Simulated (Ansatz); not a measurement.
# Rh (Rhodium): how the settings move a single-point run

Aim: see which settings change the result for Rh (Rhodium), by how much, and at what cost.

The COD entry's cell or inner coordinates are ideal or old and differ from later refinements, so a difference from it is no clean test against experiment.

Method: reference: DFT, PBEsol, PAW with Ansatz's default frozen-core files, scalar-relativistic; levels and slopes on a fine mesh, independent-particle optical spectra, in Ansatz 0.2.0.

**1. The structure to begin with**

It takes space group Fm-3m (No. 225, cubic). Conventional cell: a = 3.780 Å, b = 3.780 Å, c = 3.780 Å, α = 90.00°, β = 90.00°, γ = 90.00°. Around Rh (site symmetry m-3m) lie 12 Rh at 2.67 Å.

Coordinates:

```cif
data_structure
_symmetry_space_group_name_H-M 'P 1'
_symmetry_Int_Tables_number 1
_cell_length_a 2.6732
_cell_length_b 2.6732
_cell_length_c 2.6732
_cell_angle_alpha 60.000
_cell_angle_beta 60.000
_cell_angle_gamma 60.000
_cell_volume 13.51
loop_
_atom_site_label
_atom_site_type_symbol
_atom_site_fract_x
_atom_site_fract_y
_atom_site_fract_z
_atom_site_occupancy
Rh1 Rh 0.00000 0.00000 0.00000 1
```

**2. The reference run**

File input.yaml:

```yaml
crystal:
  lattice:
    - [0.0, 1.89024809694, 1.89024809694]
    - [1.89024809694, 0.0, 1.89024809694]
    - [1.89024809694, 1.89024809694, 0.0]
  atoms:
    - { symbol: Rh, position: [0.0, 0.0, 0.0] }
kpoints:
  mp_grid: { grid: [16, 16, 16] }
scf:
  occupations: { method: fermi_dirac, width: 0.05 }
hamiltonian:
  xc: pbesol
  pseudopotentials: { kind: paw }
output:
  forces: true
  stress: true
  eigenvalues: true
  eigenstates:
    nscf_kmesh: { grid: [24, 24, 24] }
    de_dk: true
    e_range: [-14, 14]
  optics:
    e_range: [0, 30]
    de: 0.2
    sigma: 0.25
    bands: { spectra_wanted_up_to: 30 }
    nscf_kmesh: { grid: [24, 24, 24] }
    drude_damping: 0.1
checkpoint:
  write: ck
  write_wavefunctions: false
```

Launch:

```console
$ ansatz run input.yaml --threads 1 --pin off --max-ram 3072MiB --backend cpu --events-out ev --progress --plain --runs-dir out
```

**3. Changing settings: starting moments, mp_grid.grid [13, 13, 13], occupations.method tetrahedron, spin_polarized true, width left out**

input.yaml, as its differences from that of step 2:

```diff
@@ -6,7 +6,7 @@
   atoms:
-    - { symbol: Rh, position: [0.0, 0.0, 0.0] }
+    - { symbol: Rh, position: [0.0, 0.0, 0.0], spin: -0.5 }
 kpoints:
-  mp_grid: { grid: [16, 16, 16] }
+  mp_grid: { grid: [13, 13, 13] }
 scf:
-  occupations: { method: fermi_dirac, width: 0.05 }
+  occupations: { method: tetrahedron }
 hamiltonian:
@@ -32 +32,3 @@
   write_wavefunctions: false
+magnetization:
+  spin_polarized: true
```

Q: Predict the outcome of this session. Wanted: for each run, ending; energy change; pressure; gap; force.

**Answer**, as computed:

| run | ending | energy change | pressure (GPa) | gap (eV) | force (eV/Å) | cycles | time |
| --- | --- | --- | --- | --- | --- | --- | --- |
| reference | converged | 0 | 0.0 | 0.00 | 0.00 | - | 45 s |
| 1: starting moments, mp_grid.grid [13, 13, 13], occupations.method tetrahedron, spin_polarized true, width left out | converged | -3.4 meV/atom (σ→0) | -0.2 | 0.00 | 0.00 | 14 | 16 s |

Residual by cycle in the longest SCF loop of each run; runs are numbered as in the table. The quantity is the density residual dr2, in eV.

| cycle | reference | run 1 |
| --- | --- | --- |
| 1 | 0.0097 | 2.01 |
| 2 | 0.0011 | 0.155 |
| 3 | 4.6e-5 | 0.0148 |
| 5 | 1.2e-8 | 1.4e-5 |
| 6 | 4.7e-10 | 1.6e-7 |
| 7 | 3.5e-12 | 2.1e-7 |
| 8 | - | 2.4e-7 |
| 9 | - | 2.0e-8 |
| 10 | - | 9.0e-8 |
| 12 | - | 9.7e-9 |
| 13 | - | 1.0e-10 |
| 14 | - | 4.4e-13 |

What this shows: Changing the spin polarisation, k-point mesh and smearing moves the energy by -3.4 meV/atom (σ→0 values).
